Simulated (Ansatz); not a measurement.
# C2H5AlO: small, medium and large basis sets

How large a basis does C2H5AlO need? Two functionals are run in growing sets.

Program: Ansatz 0.2.0, Gaussian basis. Level of theory: one geometry, several basis sets. These are calculated values, not measurements.

Levels to be run: PBE0-D4/def2-SVP; ωB97M-V/def2-SVP; PBE0-D4/def2-QZVPP; ωB97M-V/def2-QZVPP; the functionals' def2-TZVPP values are taken from earlier runs.

## 1. The relaxed structure

An earlier PBE0-D4 in a triple-zeta def2 set relaxation fixed the geometry.

SMILES `[CH3][Al]1[CH2][O]1`, 9 atoms, charge 0, spin multiplicity 1.

Atoms are counted from 1 here; the program's logs count them from 0.

Bond lengths: C1–Al2 1.934 Å, C1–H5 1.093 Å, C1–H6 1.091 Å, C1–H7 1.094 Å, Al2–C3 1.883 Å, Al2–O4 1.707 Å, C3–O4 1.488 Å, C3–H8 1.091 Å, C3–H9 1.091 Å. Angles: Al2–C1–H5 110.3°, Al2–C1–H6 112.2°, Al2–C1–H7 110.1°, H5–C1–H6 108.5°, H5–C1–H7 107.6°, H6–C1–H7 108.1°, C1–Al2–C3 171.7°, C1–Al2–O4 139.6°, C3–Al2–O4 48.7°, Al2–C3–O4 59.5°, Al2–C3–H8 123.8°, Al2–C3–H9 123.8°, O4–C3–H8 112.4°, O4–C3–H9 112.4°, H8–C3–H9 110.7°, Al2–O4–C3 71.8°.

## 2. PBE0-D4 in def2-SVP

Contents of in.yaml:

```yaml
crystal:
  periodic: [false, false, false]
  atoms:
    - {symbol: C, position_ang: [-0.670851, 1.320193, -1.081511]}
    - {symbol: Al, position_ang: [0.051345, -0.076663, 0.044160]}
    - {symbol: C, position_ang: [0.678725, -1.280205, 1.349332]}
    - {symbol: O, position_ang: [0.789341, -1.609532, -0.097895]}
    - {symbol: H, position_ang: [0.039713, 1.575000, -1.872095]}
    - {symbol: H, position_ang: [-0.900203, 2.225968, -0.517471]}
    - {symbol: H, position_ang: [-1.591178, 0.976783, -1.562074]}
    - {symbol: H, position_ang: [0.038540, -1.980490, 1.887682]}
    - {symbol: H, position_ang: [1.653168, -1.197355, 1.832773]}
basis:
  gaussian: {orbitals: def2-SVP}
hamiltonian: {xc: pbe0, dispersion: d4}
output: {orbitals: {seedname: orbitals}}
```

Launch:

```bash
ansatz run in.yaml --threads 2 --pin off --events-out ev --progress --plain --max-ram 4352MiB
```

The runs that follow: ωB97M-V in def2-SVP; PBE0-D4 in def2-QZVPP; ωB97M-V in def2-QZVPP.

Q: Predict the results of all the runs planned. Wanted: PBE0-D4: double and triple zeta above quadruple; ωB97M-V: double and triple zeta above quadruple.

**Answer**, as computed:

```
                                       quantity          value
PBE0-D4: double and triple zeta above quadruple  7.81, 0.46 eV
ωB97M-V: double and triple zeta above quadruple  7.97, 0.44 eV
```

In words: For PBE0-D4 the step from double to triple zeta gains 7.35 eV and the next only 0.46 eV. These are total energies; as a rule much of such shifts cancels in differences, which this series doesn't test. The LUMO of ωB97M-V is positive and keeps falling with the basis (1.20 to 0.45 eV): an unbound level that the basis holds in place.
